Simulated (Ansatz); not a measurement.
# C2H7BOS: up Jacob's ladder to CCSD(T)

The task here is to estimate one member of a computed series from the others.

Computed with Ansatz 0.2.0, Gaussian basis. Level: functionals in def2-TZVPP, the program's frozen cores in correlated methods.

Levels to be run: LDA (SPW92), PBE-D4, revPBE-D4, BLYP-D4, r2SCAN-D4, B97M-V, PBE0-D4, B3LYP-D4, r2SCANh-D4, r2SCAN0-D4, HSE06-D4, BHLYP-D4, CAM-B3LYP-D4, LC-ωPBE, ωB97X-V, ωB97M-V, B2PLYP, PBE-QIDH; CCSD(T)/def2-SVP; CCSD(T)/def2-TZVPP; MP2/def2-QZVPP; extrapolation to the limit; RPA on PBE.

## Structure used throughout

An earlier PBE0-D4 in a triple-zeta def2 set relaxation fixed the geometry.

SMILES `CSB(C)O`, 12 atoms, charge 0, spin multiplicity 1.

Atoms are counted from 1 here; the program's logs count them from 0.

Bond lengths: C1–S2 1.807 Å, C1–H6 1.089 Å, C1–H7 1.089 Å, C1–H8 1.089 Å, S2–B3 1.817 Å, B3–C4 1.565 Å, B3–O5 1.363 Å, C4–H9 1.094 Å, C4–H10 1.091 Å, C4–H11 1.094 Å, O5–H12 0.961 Å. Angles: S2–C1–H6 111.0°, S2–C1–H7 107.0°, S2–C1–H8 111.0°, H6–C1–H7 108.9°, H6–C1–H8 109.9°, H7–C1–H8 108.9°, C1–S2–B3 103.9°, S2–B3–C4 123.6°, S2–B3–O5 117.6°, C4–B3–O5 118.8°, B3–C4–H9 111.6°, B3–C4–H10 111.0°, B3–C4–H11 111.3°, H9–C4–H10 108.3°, H9–C4–H11 106.2°, H10–C4–H11 108.2°, B3–O5–H12 114.5°.

Set-up of the first run:

in.yaml reads:

```yaml
crystal:
  periodic: [false, false, false]
  atoms:
    - {symbol: C, position_ang: [-1.402351, 0.165007, 1.280148]}
    - {symbol: S, position_ang: [-0.420811, 1.448338, 0.471999]}
    - {symbol: B, position_ang: [0.714288, 0.518946, -0.600884]}
    - {symbol: C, position_ang: [0.724310, -1.042959, -0.704603]}
    - {symbol: O, position_ang: [1.599358, 1.231558, -1.353037]}
    - {symbol: H, position_ang: [-1.952211, -0.425162, 0.548554]}
    - {symbol: H, position_ang: [-2.113128, 0.671404, 1.931949]}
    - {symbol: H, position_ang: [-0.772137, -0.487095, 1.883146]}
    - {symbol: H, position_ang: [0.905770, -1.509364, 0.268464]}
    - {symbol: H, position_ang: [1.495531, -1.384877, -1.397175]}
    - {symbol: H, position_ang: [-0.240646, -1.425283, -1.051777]}
    - {symbol: H, position_ang: [1.538926, 2.184287, -1.242885]}
basis:
  gaussian: {orbitals: def2-TZVPP}
hamiltonian: {xc: lda}
output: {orbitals: {seedname: orbitals}}
```

Among the steps run: LDA; PBE-D4 (GGA); revPBE-D4 (GGA); BLYP-D4 (GGA); r2SCAN-D4 (meta-GGA); B97M-V (meta-GGA); PBE0-D4 (hybrid); B3LYP-D4 (hybrid); r2SCANh-D4 (hybrid); r2SCAN0-D4 (hybrid); HSE06-D4 (hybrid); BHLYP-D4 (hybrid); CAM-B3LYP-D4 (range-separated); LC-ωPBE (range-separated); ωB97X-V (range-separated); ωB97M-V (range-separated); B2PLYP (double hybrid); PBE-QIDH (double hybrid).

One table of the session follows, with a row left open; its other results are not shown here.

It belongs to the step «Orbital energies across the functionals». 

```
  functional  HOMO (eV)  LUMO (eV)  gap (eV)
 LDA (SPW92)      -5.97      -0.66      5.31
      PBE-D4      -5.85      -0.43      5.42
   revPBE-D4      -5.80      -0.33      5.47
     BLYP-D4      -5.70      -0.38      5.32
   r2SCAN-D4      -6.11      -0.08      6.03
      B97M-V          ?          ?         ?
     PBE0-D4      -7.06       0.52      7.58
    B3LYP-D4      -6.83       0.20      7.03
  r2SCANh-D4      -6.56       0.26      6.82
  r2SCAN0-D4      -7.23       0.76      8.00
    HSE06-D4      -6.66       0.14      6.80
    BHLYP-D4      -8.14       1.32      9.46
CAM-B3LYP-D4      -8.38       1.44      9.82
     LC-ωPBE      -9.76       2.74     12.50
     ωB97X-V      -9.41       2.54     11.95
     ωB97M-V      -9.25       2.17     11.42
```

**Question.** Estimate the row for B97M-V.

As computed: HOMO (eV): -6.19; LUMO (eV): -0.18; gap (eV): 6.01. In the column «HOMO (eV)» it lies between r2SCANh-D4 (-6.56) and r2SCAN-D4 (-6.11).
